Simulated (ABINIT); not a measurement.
Wanted: the native input for an ABINIT 10.8.3 (patched build) run.

```
Task                        : relaxation of cell and atoms
Functional                  : PBEsol
Potentials or basis         : PseudoDojo NC SR PBEsol v0.4.1 standard
Cutoff                      : 1116 eV
k mesh                      : 5 × 5 × 4
Occupations                 : fermi-dirac, width 0.05 eV
Spin                        : no spin polarisation
Cell freedom (optcell)      : 2
Cutoff smearing ecutsm (Ha) : 0.5
Optimiser (ionmov)          : 2
Force stop (Ha/bohr)        : 0.0002
```

The system is HfMoC2.

```
CELL_PARAMETERS angstrom
3.19142 0.00000 0.00000
0.00000 3.19142 0.00000
0.00000 0.00000 4.48516
ATOMIC_POSITIONS crystal
Hf 0.00000 0.00000 0.00000
Mo 0.50000 0.50000 0.50000
C 0.50000 0.50000 0.00000
C 0.00000 0.00000 0.50000
```

The cell comes from a database or a generator and needn't be the stable form of this composition.

These files were run (other wordings do the same):

run.abi

```
# Pseudopotentials
pp_dirpath "./"
pseudos "Hf.upf, Mo.upf, C.upf"

# Structure
acell 3*1.0
rprim
     6.0309154178     0.0000000000     0.0000000000
     0.0000000000     6.0309154178     0.0000000000
     0.0000000000     0.0000000000     8.4757315840
ntypat 3
znucl 72 42 6
natom 4
typat 1 2 3 3
xred
     0.0000000000     0.0000000000     0.0000000000
     0.5000000000     0.5000000000     0.5000000000
     0.5000000000     0.5000000000     0.0000000000
     0.0000000000     0.0000000000     0.5000000000
chkprim 0
chksymtnons 0
tolsym 1.0e-6

# Plane-wave basis
ecut 1115.666836 eV

# k points
kptopt 1
ngkpt 5 5 4
nshiftk 1
shiftk 0.0 0.0 0.0

# Exchange and correlation
ixc -116133

# Bands and occupations
nband 21
occopt 3
tsmear 0.05 eV

# SCF cycle
nstep 100
tolvrs 1.0e-10

# Output
iomode 3
prtwf 0
prtden 0
prteig 0
prtebands 0
enunit 2

# Relaxation
ionmov 2
ntime 60
tolmxf 0.0002
optcell 2
dilatmx 1.08
ecutsm 0.5
```

Potentials or basis: PseudoDojo NC SR PBEsol v0.4.1 standard.

Launch:

```console
$ abinit run.abi > log 2>&1
```

It gave:

The relaxed volume is 11.10 Å³/atom. The relaxed cell is a = 3.148 Å, b = 3.148 Å, c = 4.480 Å, α = 90.00°, β = 90.00°, γ = 90.00°, the space group after relaxing (to 0.05 Å) is P4/mmm (No. 123) and the energy gained by relaxing is 10.2 meV/atom. The ionic steps are 5, the pressure after relaxing is 0.0 GPa and the band gap on the k mesh is none (metal or under the smearing width). The valence electrons inside the program's atomic spheres are Hf 8.53; Mo 10.46; C 4.02, 3.94.

Caveat: the k mesh is coarse (spacing up to 0.39 Å⁻¹), so the values aren't converged; the highest band is partly filled, so the run has too few bands.

Run time: 18 min on 1 thread of Intel(R) Xeon(R) Platinum 8259CL CPU @ 2.50GHz (Skylake/Cascade Lake), with other jobs on the host, peak memory 0.1 GiB.
